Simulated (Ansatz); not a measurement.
# H3Sn: short molecular-dynamics run from a Python script

The task is a short molecular-dynamics run, for H3Sn.

Program: Ansatz 0.2.0, driven from Python. Level of theory: PBE/def2-SVP. These are calculated values, not measurements.

### 1 The system

Bond lengths: Sn1–H2 1.722 Å, Sn1–H3 1.788 Å, Sn1–H4 1.799 Å. Angles: H2–Sn1–H3 110.6°, H2–Sn1–H4 107.1°, H3–Sn1–H4 107.9°.

The script holds or builds the structure itself.

### 2 The script

Contents of md_h3sn.py:

```python
"""A short Born-Oppenheimer trajectory of H3Sn."""

import ansatz as az
import numpy as np

GEOMETRY = """
Sn    0.31510   -0.24470   -0.27250
H     1.07060    0.03410    1.25010
H    -1.17510   -1.21130   -0.06620
H    -0.15510    1.36170   -0.93170
"""


def main() -> None:
    system = az.Crystal.molecule()
    for line in GEOMETRY.strip().splitlines():
        symbol, *xyz = line.split()
        system = system.atom(symbol, [float(v) for v in xyz])

    model = (
        system.calculation()
        .basis(gaussian="def2-SVP")
        .functional("PBE")
        .spin("collinear", total=1)
        .md("nvt_langevin", timestep=0.5, steps=20, temperature=500, initial_velocities="maxwell_boltzmann", seed=69, friction=0.01)
    )
    frames = []
    res = model.session().plan().execute(on_event=lambda e: frames.append(e["data"]) if e["event"] == "md_step" else None)
    print("t (fs)   E_pot (eV)      E_kin (eV)   T (K)   d(0-1) (A)")
    for f in frames[::1]:
        xyz = np.array(f["positions_ang"])
        print(f"{f['time_fs']:6.2f} {f['lagrangian_ev']:14.5f} {f['e_kin_ev']:10.5f} {f['temperature_k']:8.1f} {np.linalg.norm(xyz[0] - xyz[1]):9.4f}")
    print("mean temperature", round(float(np.mean([f["temperature_k"] for f in frames])), 1), "K")


if __name__ == "__main__":
    main()
```

### 3 The input behind the calls

The engine receives this input:

```yaml
crystal:
  periodic: [false, false, false]
  atoms:
    - { symbol: Sn, position_ang: [0.3151, -0.2447, -0.2725] }
    - { symbol: H, position_ang: [1.0706, 0.0341, 1.2501] }
    - { symbol: H, position_ang: [-1.1751, -1.2113, -0.0662] }
    - { symbol: H, position_ang: [-0.1551, 1.3617, -0.9317] }
basis:
  gaussian:
    orbitals: def2-SVP
hamiltonian:
  xc: pbe
magnetization:
  spin_polarized: true
  initial_magnetization: 1.0
md:
  timestep: 0.5
  n_steps: 20
  ensemble: nvt_langevin
  temperature: 500.0
  friction: 0.01
  initial_velocities: maxwell_boltzmann
  seed: 69
```

### 4 The run

Run with:

```console
$ python md_h3sn.py
```

Standard output:

```text
t (fs)   E_pot (eV)      E_kin (eV)   T (K)   d(0-1) (A)
  0.00    -5878.07323    0.19389    375.0    1.7224
  0.50    -5878.07937    0.21389    413.7    1.7156
  1.00    -5878.08204    0.21808    421.8    1.7101
  1.50    -5878.08012    0.20629    399.0    1.7055
  2.00    -5878.07474    0.20335    393.3    1.7028
  2.50    -5878.06538    0.21251    411.0    1.7014
  3.00    -5878.05149    0.21368    413.3    1.7007
  3.50    -5878.03592    0.18827    364.1    1.7018
  4.00    -5878.02160    0.17791    344.1    1.7045
  4.50    -5878.01027    0.17512    338.7    1.7090
  5.00    -5878.00635    0.16705    323.1    1.7148
  5.50    -5878.01001    0.18556    358.9    1.7219
  6.00    -5878.01773    0.18881    365.2    1.7292
  6.50    -5878.02784    0.18506    357.9    1.7361
  7.00    -5878.03959    0.21811    421.8    1.7434
  7.50    -5878.05013    0.21985    425.2    1.7510
  8.00    -5878.05793    0.25639    495.9    1.7573
  8.50    -5878.06209    0.26102    504.8    1.7626
  9.00    -5878.06064    0.27911    539.8    1.7685
  9.50    -5878.05349    0.30281    585.7    1.7750
 10.00    -5878.04178    0.31507    609.4    1.7816
mean temperature 422.0 K
```

Wall time 15 s (1 thread of AMD EPYC 7B13 (Zen 3), shared host); peak memory 0.18 GiB.

### 5 What the engine kept of the run

The report of the run holds:

```
             item        value
SCF cycles in all          130
         orbitals           41
total energy (eV)  -5878.04181
```

### 6 What the atoms did

Step by step:

```
time (fs)  T (K)  change of potential energy (meV/atom)  mean square move (Å²)
      0.0    375                                    0.0                 0.0000
      0.5    414                                   -1.5                 0.0002
      1.0    422                                   -2.2                 0.0010
      1.5    399                                   -1.7                 0.0022
      2.0    393                                   -0.4                 0.0039
      2.5    411                                    2.0                 0.0061
      3.0    413                                    5.4                 0.0087
      3.5    364                                    9.3                 0.0117
      4.0    344                                   12.9                 0.0149
      4.5    339                                   15.7                 0.0183
      5.0    323                                   16.7                 0.0217
      5.5    359                                   15.8                 0.0252
      6.0    365                                   13.9                 0.0289
      6.5    358                                   11.3                 0.0327
      7.0    422                                    8.4                 0.0366
      7.5    425                                    5.8                 0.0409
      8.0    496                                    3.8                 0.0456
      8.5    505                                    2.8                 0.0508
      9.0    540                                    3.1                 0.0566
      9.5    586                                    4.9                 0.0632
     10.0    609                                    7.9                 0.0706
```

Positions (Å) and forces (eV/Å) at 10.0 fs:

```xyz
4

Sn    0.314   -0.241   -0.267   -0.003   -1.013    1.048
H     1.291   -0.139    1.219   -0.082    0.015   -0.421
H    -1.160   -1.053    0.324    0.287    0.198   -0.309
H    -0.031    1.312   -0.799   -0.202    0.801   -0.319
```

### 7 Summary of results

| quantity | value |
| --- | --- |
| total energy | -5878.0418 eV |
| dipole moment | 0.53 D |
| <S²> of the mean field (pure state) | 0.751 (0.75) |
| length of the run | 20 steps, 10 fs |
| mean temperature, second half | 453 K |
| farthest move | 0.41 Å |

The temperature swings between 323 and 609 K, with a mean of 453 K in the second half; 4 atoms fluctuate widely. 10 fs show the first vibrations only, not equilibrium. The trajectory is only some femtoseconds long, and gives no averages; where the script doesn't relax first, it starts from a rough generated geometry. def2 sets replace the cores of elements past krypton by effective core potentials. The run takes the species as open-shell (spin multiplicity 2), which needn't be its ground state. The printed temperature counts all 3N degrees of freedom under Langevin dynamics, so the first row lies under the target.
